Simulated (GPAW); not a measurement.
# TaAs (I4_1md) in GPAW: equation of state

Aim: energy against volume of TaAs in PBE, for its equilibrium volume and stiffness.

All numbers are computed with GPAW 26.7.0; they aren't measurements. Logs are shortened: lines on timing, memory, paths and dates and some standing lists are left out, and cuts for length are marked. The log counts tension as positive stress, the text compression.

## 1. The structure

It takes space group I4_1md (No. 109, tetragonal). The conventional cell has a = 3.444 Å, b = 3.444 Å, c = 11.736 Å, α = 90.00°, β = 90.00°, γ = 90.00°. Ta (site symmetry 2mm) has 6 As at 2.61 to 2.62 Å as nearest neighbours. As (site symmetry 2mm) has 6 Ta at 2.61 to 2.62 Å as nearest neighbours.

The cell is a database's computed one.

## 2. Equation of state, PBE

Contents of run.py:

```python
from ase import Atoms
from ase.eos import EquationOfState
from ase.io import Trajectory
from ase.units import GPa
from ase.parallel import parprint
from gpaw import GPAW, PW

atoms = Atoms(['Ta', 'Ta', 'As', 'As'],
              cell=[[-1.7218133622, 1.7218133622, 5.8679415361],
                    [1.7218133622, -1.7218133622, 5.8679415361],
                    [1.7218133622, 1.7218133622, -5.8679415361]],
              scaled_positions=[[0.4999673, 0.4999673, 0.0],
                                [0.2499673, 0.7499673, 0.5],
                                [0.08263212, 0.08263212, 0.0],
                                [0.83263212, 0.33263212, 0.5]],
              pbc=True)

traj = Trajectory('eos.traj', 'w')
volumes, energies = [], []
for x in [0.94, 0.96, 0.98, 1.0, 1.02, 1.04, 1.06]:
    a = atoms.copy()
    a.set_cell(atoms.cell * x**(1 / 3), scale_atoms=True)
    calc = GPAW(mode=PW(600),
                xc='PBE',
                kpts={'size': (11, 11, 11), 'gamma': True},
                occupations={'name': 'fermi-dirac', 'width': 0.05},
                nbands=34,
                convergence={'density': 1e-05, 'energy': 1e-05},
                maxiter=150,
                txt=f'eos-{x:.2f}.txt')
    a.calc = calc
    energies.append(a.get_potential_energy(force_consistent=True))
    volumes.append(a.get_volume())
    p = -a.get_stress()[:3].mean() / GPa
    calc.write(f'eos-{x:.2f}.gpw')
    traj.write(a)
    parprint(f'{x:.2f} {volumes[-1]:10.4f} A^3 {energies[-1]:14.6f} eV {p:9.3f} GPa', flush=True)

v0, e0, B = EquationOfState(volumes, energies, eos='birchmurnaghan').fit()
parprint(f'V0 = {v0:.4f} A^3, E0 = {e0:.6f} eV, B0 = {B / GPa:.2f} GPa')
```

Potentials or basis: GPAW PAW data sets (gpaw-data 1.2.1), pw.

On the command line:

```console
> OMP_NUM_THREADS=1 mpirun -n 4 gpaw python run.py
```

The log of the run:

```text
__  _  _
 | _ |_)|_||  |
 |__||  | ||/\| - 26.7.0

Input parameters:
  mode=PW(ecut=600.0),
  convergence={'density': 1e-05, 'energy': 1e-05},
  kpts=MonkhorstPack(size=(11, 11, 11), gamma=True),
  maxiter=150,
  nbands=34,
  occupations=Occupations(name='fermi-dirac', width=0.05),
  xc=XC(name='PBE')

Diagonalizing LCAO Hamiltonian
Converting LCAO to pw mode

       Ta

        As

           Ta

       As

Atoms  # Å, Bohr magnetons
|   | symbol |         x |         y |        z |    initial magnetic moments |
|---|--------|-----------|-----------|----------|-----------------------------|
| 0 |     Ta |  0.000000 | -0.000000 | 5.747778 | ( 0.0000,  0.0000,  0.0000) |
| 1 |     Ta |  1.686664 | -0.000000 | 2.873701 | ( 0.0000,  0.0000,  0.0000) |
| 2 |     As |  0.000000 | -0.000000 | 0.949964 | ( 0.0000,  0.0000,  0.0000) |
| 3 |     As | -0.000000 |  1.686664 | 3.824041 | ( 0.0000,  0.0000,  0.0000) |

Unit cell  # Å
| periodic |         x |         y |         z |  lengths |     angles |
|----------|-----------|-----------|-----------|----------|------------|
|      yes | -1.686664 |  1.686664 |  5.748154 | 6.223419 | 148.550184 |
|      yes |  1.686664 | -1.686664 |  5.748154 | 6.223419 | 148.550184 |
|      yes |  1.686664 |  1.686664 | -5.748154 | 6.223419 |  45.073836 |

Number of symmetries: 4
Symmetry operations  # r_c * U_cc + t_c -> r_c
|   | kind |            matrix            |
|---|------|------------------------------|
| 0 |  σ   |  1, 1, 1,  0, 0,-1,  0,-1, 0 |
| 1 |  E   |  1, 0, 0,  0, 1, 0,  0, 0, 1 |
| 2 |  C2  |  0, 1, 0,  1, 0, 0, -1,-1,-1 |
| 3 |  σ   |  0, 0,-1,  1, 1, 1, -1, 0, 0 |

BZ-sampling:
  Number of BZ points: 1331
  Number of IBZ points: 216

  Monkhorst-Pack size: [11, 11, 11]
  Monkhorst-Pack shift: [0, 0, 0]

K-points  # in reciprocal-cell coordinates
|     |                                coordinates |     weight |
|-----|--------------------------------------------|------------|
|   0 | (  0.00000000,   0.00000000,   0.00000000) | 0.00075131 |
|   1 | (  0.09090909,  -0.09090909,  -0.09090909) | 0.00150263 |
|   2 | (  0.09090909,  -0.09090909,   0.00000000) | 0.00300526 |
|   3 | (  0.09090909,  -0.09090909,   0.09090909) | 0.00150263 |
|   4 | (  0.09090909,   0.00000000,  -0.09090909) | 0.00300526 |
|   5 | (  0.09090909,   0.00000000,   0.00000000) | 0.00300526 |
|   6 | (  0.09090909,   0.09090909,  -0.09090909) | 0.00150263 |
|   7 | (  0.18181818,  -0.18181818,  -0.18181818) | 0.00150263 |
|   8 | (  0.18181818,  -0.18181818,  -0.09090909) | 0.00300526 |
|   9 | (  0.18181818,  -0.18181818,   0.00000000) | 0.00300526 |
| ... |                                            |            |
| 215 | (  0.45454545,   0.45454545,   0.45454545) | 0.00601052 |

Plane wave coefficients: 2211
Cutoff: 600.0 eV

Spin-components: 1 (collinear spins)
Bands:           34
Projectors:      22
Spin-degeneracy: 2
Datatype:        complex128

Parallelization:
  kpt:    4
  domain: 1
  band:   1

Density:
  Valence electrons: 36.0
  Components: 1
  Grid points: [36 36 36]
  Charge: 0.0  # |e|

Potential:
  Grid points: [36 36 36]

species:
  Ta:
    name:    Tantalum
    Z:       73.0
    valence: 13
    core:    60
    charge:  0.0  # [|e|]
    compensation charges:
      type: gauss
      rc: 0.42  # [Å]
      lmax: 2
    cutoffs:
      filter: 2.36  # [Å]
      core: 3.45  # [Å]
    projectors
    | kind |    occ | energy [eV] | rcut [Å] |
    |------|--------|-------------|----------|
    |   5s |  2.000 |     -72.790 |    1.365 |
    |   6s |  2.000 |      -5.429 |    1.365 |
    |   5p |  6.000 |     -39.427 |    1.349 |
    |   6p |  0.000 |      -1.396 |    1.349 |
    |   5d |  3.000 |      -3.603 |    1.307 |
    |    d |        |      23.609 |    1.307 |

    Using partial waves for Ta as LCAO basis

  As:
    name:    Arsenic
    Z:       33.0
    valence: 5
    core:    28
    charge:  0.0  # [|e|]
    compensation charges:
      type: gauss
      rc: 0.33  # [Å]
      lmax: 2
    cutoffs:
      filter: 1.87  # [Å]
      core: 2.96  # [Å]
    projectors
    | kind |    occ | energy [eV] | rcut [Å] |
    |------|--------|-------------|----------|
    |   4s |  2.000 |     -14.487 |    1.058 |
    |   4p |  3.000 |      -5.196 |    1.058 |
    |    s |        |      12.725 |    1.058 |
    |    p |        |      22.016 |    1.058 |
    |    d |        |       0.000 |    1.058 |

    Using partial waves for As as LCAO basis

Reference energy: -971350.830002  # eV

eigensolver:
  PPCG
  Converge bands: occupied
  niter=2

density mixing:
  MSR1-Mixer
  Pratt-step length: 0.05
  Maximum mixing coefficient: 0.75
  Old densities: 10
  SVD Regularization: 0.005
  Good broyden scale: 1.0
  Trust region scale: 1.0
  Backstep threshold: 4.0
  History deletion threshold: 6.0
  Fourier metric: weight=20.0, sigma=0.015

occupation numbers:
  Fermi-Dirac:
    width: 0.0500  # eV

poisson solver:
  ecut: 4800.0  # eV

xc functional:
  name: PBE with 2 nearest neighbor stencil

convergence criteria:
[... 6 lines left out ...]
|iter     | |      energy | eigst |  dens |
|---------|-|-------------|-------|-------|
|iter:   1| |  -31.210691 | +0.05 |       |
|iter:   2| |  -31.161667 | -2.73 | -1.25 |
|iter:   3| |  -30.986462 | -1.78 | -1.29 |
|iter:   4| |  -30.999367 | -3.63 | -1.88 |
|iter:   5| |  -31.003374 | -3.81 | -2.23 |
|iter:   6| |  -31.003367 | -5.23 | -3.07 |
|iter:   7| |  -31.003368c| -6.81 | -3.78 |
|iter:   8| |  -31.003368c| -7.61c| -4.53 |
|iter:   9| |  -31.003368c| -8.06c| -5.01c|

Converged in 9 steps
Energy contributions relative to reference atoms: (reference = -971350.830002)

Energy contributions:
  Kinetic:          69.854521
  Coulomb:         -63.093705
  Zero:             -0.540356
  External:          0.000000
  Xc:              -37.221621
  Entropy:          -0.004415
  Spinorbit:         0.000000
  ----------------------------
  Free energy:     -31.005575
  Extrapolated:    -31.003368

dipole moment: (-11.113346, -12.089394, 19.537601)  # |e|*Ang

Fermi level: 12.075
Eigenvalues  # (at kpt = [0.000, 0.000, 0.000])
| band index |      eig [eV] | occ [0-2] |
|------------|---------------|-----------|
|          0 |       -55.933 |     2.000 |
|        ... |               |           |
|         10 |         4.789 |     2.000 |
|         11 |         8.740 |     2.000 |
|         12 |         9.522 |     2.000 |
|         13 |         9.522 |     2.000 |
|         14 |         9.531 |     2.000 |
|         15 |         9.970 |     2.000 |
[... 8 lines left out ...]
|         24 |        16.482 |     0.000 |
|         25 |        16.482 |     0.000 |
|        ... |               |           |
|         33 |        24.865 |     0.000 |

No gap
No difference between direct/indirect transitions

Stress tensor  # eV/Ang^3
|         x |         y |         z |
|-----------|-----------|-----------|
| -0.107135 |  0.000000 | -0.000000 |
|  0.000000 | -0.107141 | -0.000000 |
| -0.000000 | -0.000000 | -0.087693 |

# Writing to eos-0.94.gpw (mode='')
```

stdout:

```text
<dir> UserWarning: The angles between your unit-cell vectors are 148.6, 148.6 and 45.1 degrees.  Results may be wrong!  Please Niggli-reduce your unit-cell so that the angles are closer to 90 degrees:

  from ase.build import niggli_reduce
  niggli_reduce(atoms)

  warnings.warn(
<dir> UserWarning: The angles between your unit-cell vectors are 148.6, 148.6 and 45.1 degrees.  Results may be wrong!  Please Niggli-reduce your unit-cell so that the angles are closer to 90 degrees:

  from ase.build import niggli_reduce
  niggli_reduce(atoms)

  warnings.warn(
<dir> UserWarning: The angles between your unit-cell vectors are 148.6, 148.6 and 45.1 degrees.  Results may be wrong!  Please Niggli-reduce your unit-cell so that the angles are closer to 90 degrees:

  from ase.build import niggli_reduce
  niggli_reduce(atoms)

  warnings.warn(
<dir> UserWarning: The angles between your unit-cell vectors are 148.6, 148.6 and 45.1 degrees.  Results may be wrong!  Please Niggli-reduce your unit-cell so that the angles are closer to 90 degrees:

  from ase.build import niggli_reduce
  niggli_reduce(atoms)

  warnings.warn(
0.94    65.4102 A^3     -31.005575 eV    16.127 GPa
0.96    66.8020 A^3     -31.123832 eV    11.166 GPa
0.98    68.1937 A^3     -31.201216 eV     6.709 GPa
1.00    69.5854 A^3     -31.241888 eV     2.704 GPa
1.02    70.9771 A^3     -31.249608 eV    -0.894 GPa
1.04    72.3688 A^3     -31.227650 eV    -4.126 GPa
1.06    73.7605 A^3     -31.179074 eV    -7.028 GPa
V0 = 70.6227 A^3, E0 = -31.250574 eV, B0 = 177.74 GPa
```

Run time: 18 min. Hardware: 4 MPI ranks of Arm Neoverse V2, shared host; peak memory 0.6 GiB.

What came out:

```yaml
Equilibrium_volume: 17.66 Å³/atom
Bulk_modulus_at_fixed_shape_and_positions: 178 GPa
Pressure_derivative_of_the_bulk_modulus: 4.4
```

Energy against volume, from the lowest point:
```tsv
volume (Å³/atom)	energy (meV/atom)
16.353	61.01
16.700	31.44
17.048	12.10
17.396	1.93
17.744	0.00
18.092	5.49
18.440	17.63
```

Caveat: the cell was scaled at fixed shape and fractional positions, which overstates the stiffness of a crystal with free parameters, most of all of layers and chains; the program warned that so skewed a cell can give wrong results.
